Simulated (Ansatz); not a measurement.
# CH5B: the cost of one run

The runs use Ansatz 0.2.0, Gaussian basis; PBE0-D4/def2-TZVP structures, single points in def2-TZVPP, no counterpoise correction.

Levels: SPW92, PBE-D4, BLYP-D4, r2SCAN-D4, B97M-V, PBE0-D4, B3LYP-D4, r2SCAN0-D4, BHLYP-D4, CAM-B3LYP-D4, wB97X-V, wB97M-V, B2PLYP, PBE-QIDH, RPA on PBE, Hartree-Fock, MP2, CCSD, CCSD(T).

Cores are frozen in the correlated methods. B3LYP uses VWN-RPA correlation. B2PLYP carries no dispersion term here.

94 further runs of the same task are left out: 94 set aside as unsound or not needed.

### 1 The system as given

The complex: 14 atoms, charge 0, spin multiplicity 1.

Atoms are counted from 1 here; the program's logs count them from 0.

Bond lengths: B1–N2 1.641 Å, B1–H4 1.220 Å, B1–H5 1.220 Å, B1–C7 1.608 Å, N2–C3 1.469 Å, N2–H6 1.017 Å, N2–H8 1.015 Å, C3–H9 1.088 Å, C3–H10 1.092 Å, C3–H11 1.089 Å, C7–H12 1.094 Å, C7–H13 1.097 Å, C7–H14 1.099 Å. Angles: N2–B1–H4 103.1°, N2–B1–H5 103.8°, N2–B1–C7 109.1°, H4–B1–H5 111.5°, H4–B1–C7 113.5°, H5–B1–C7 114.6°, B1–N2–C3 115.3°, B1–N2–H6 108.0°, B1–N2–H8 106.9°, C3–N2–H6 109.9°, C3–N2–H8 109.9°, H6–N2–H8 106.5°, N2–C3–H9 108.7°, N2–C3–H10 111.7°, N2–C3–H11 108.1°, H9–C3–H10 109.7°, H9–C3–H11 108.5°, H10–C3–H11 110.0° and more.

As a file:

```tsv
atom	x (Å)	y (Å)	z (Å)
B1	-0.3592	1.0253	-0.0095
N2	0.6291	0.0225	0.8340
C3	0.1871	-1.3762	0.9116
H4	0.1520	2.1205	0.1550
H5	-1.4272	0.9376	0.5732
H6	1.5550	0.0706	0.4168
C7	-0.3947	0.5578	-1.5471
H8	0.7142	0.4103	1.7682
H9	0.1423	-1.7848	-0.0957
H10	0.8608	-1.9797	1.5229
H11	-0.8160	-1.3919	1.3351
H12	-0.9668	1.2849	-2.1315
H13	-0.8764	-0.4121	-1.7200
H14	0.5999	0.5152	-2.0132
```

Its parts: CH₅B holds atoms 1, 4, 5, 7, 12, 13, 14; CH₅N holds atoms 2, 3, 6, 8, 9, 10, 11. Each part counts its atoms afresh in its own runs.

### 2 Relaxing CH₅B alone

File relax-a/in.yaml:

```yaml
crystal:
  periodic: [false, false, false]
  atoms:
    - {symbol: B, position_ang: [-0.359235, 1.025265, -0.009455]}
    - {symbol: H, position_ang: [0.152027, 2.120533, 0.155018]}
    - {symbol: H, position_ang: [-1.427228, 0.937591, 0.573159]}
    - {symbol: C, position_ang: [-0.394694, 0.557758, -1.547126]}
    - {symbol: H, position_ang: [-0.966818, 1.284876, -2.131467]}
    - {symbol: H, position_ang: [-0.876411, -0.412103, -1.719998]}
    - {symbol: H, position_ang: [0.599905, 0.515222, -2.013231]}
basis:
  gaussian: {orbitals: def2-TZVP}
hamiltonian: {xc: pbe0, dispersion: d4}
relax: {f_tol: 0.005, max_steps: 200}
```

Launch:

```sh
ansatz run in.yaml --threads 4 --pin off --events-out ev --progress --plain --max-ram 9574MiB
```

**Question.** How long does this run take on 4 threads of Arm Neoverse V1, shared host?

About 3.8 s.
